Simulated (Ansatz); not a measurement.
**CH4BFO2: basis-set convergence**

Aim: see how fast density functionals converge with the basis set for CH4BFO2.

The runs use Ansatz 0.2.0, Gaussian basis; one geometry, several basis sets.

Levels to be run: PBE0-D4/def2-SVP; ωB97M-V/def2-SVP; PBE0-D4/def2-QZVPP; ωB97M-V/def2-QZVPP; the functionals' def2-TZVPP values are taken from earlier runs.

**1. The relaxed structure**

The geometry comes from an earlier relaxation with PBE0-D4 in a triple-zeta def2 set; it is a stationary point, not always the lowest conformer.

SMILES `OBOCF`, 9 atoms, charge 0, spin multiplicity 1.

Atoms are counted from 1 here; the program's logs count them from 0.

Bond lengths: O1–B2 1.348 Å, O1–H6 0.963 Å, B2–O3 1.370 Å, B2–H7 1.196 Å, O3–C4 1.380 Å, C4–F5 1.369 Å, C4–H8 1.092 Å, C4–H9 1.095 Å. Angles: B2–O1–H6 112.8°, O1–B2–O3 119.3°, O1–B2–H7 119.5°, O3–B2–H7 121.3°, B2–O3–C4 120.6°, O3–C4–F5 109.5°, O3–C4–H8 108.5°, O3–C4–H9 111.6°, F5–C4–H8 107.8°, F5–C4–H9 107.6°, H8–C4–H9 111.8°.

Geometry (Å):

```tsv
atom	x (Å)	y (Å)	z (Å)
O1	0.32724	1.61280	1.58698
B2	0.26661	0.42464	0.95289
O3	-0.29533	0.35915	-0.29538
C4	-0.28537	-0.82247	-1.00811
F5	0.82789	-0.86605	-1.80411
H6	-0.02449	2.33597	1.05777
H7	0.68517	-0.55452	1.49702
H8	-1.16164	-0.84263	-1.65908
H9	-0.25159	-1.69309	-0.34509
```

**2. PBE0-D4 in def2-SVP**

in.yaml reads:

```yaml
crystal:
  periodic: [false, false, false]
  atoms:
    - {symbol: O, position_ang: [0.327236, 1.612800, 1.586982]}
    - {symbol: B, position_ang: [0.266610, 0.424639, 0.952892]}
    - {symbol: O, position_ang: [-0.295333, 0.359150, -0.295377]}
    - {symbol: C, position_ang: [-0.285366, -0.822466, -1.008114]}
    - {symbol: F, position_ang: [0.827894, -0.866052, -1.804111]}
    - {symbol: H, position_ang: [-0.024491, 2.335966, 1.057769]}
    - {symbol: H, position_ang: [0.685173, -0.554518, 1.497023]}
    - {symbol: H, position_ang: [-1.161639, -0.842627, -1.659076]}
    - {symbol: H, position_ang: [-0.251586, -1.693092, -0.345087]}
basis:
  gaussian: {orbitals: def2-SVP}
hamiltonian: {xc: pbe0, dispersion: d4}
output: {orbitals: {seedname: orbitals}}
```

On the command line:

```bash
ansatz run in.yaml --threads 2 --pin off --events-out ev --progress --plain --max-ram 4352MiB
```

The runs that follow: ωB97M-V in def2-SVP; PBE0-D4 in def2-QZVPP; ωB97M-V in def2-QZVPP.

Before running them: what should the planned runs give, taken together? Wanted: PBE0-D4: double and triple zeta above quadruple; ωB97M-V: double and triple zeta above quadruple.

As calculated:

```
                                       quantity           value
PBE0-D4: double and triple zeta above quadruple  10.71, 0.48 eV
ωB97M-V: double and triple zeta above quadruple  10.95, 0.46 eV
```

For PBE0-D4 the step from double to triple zeta gains 10.23 eV and the next only 0.48 eV. Total energies overstate the basis error of differences, where much of it tends to cancel. The LUMO of ωB97M-V is positive and keeps falling with the basis (2.97 to 1.68 eV): an unbound level that the basis holds in place.
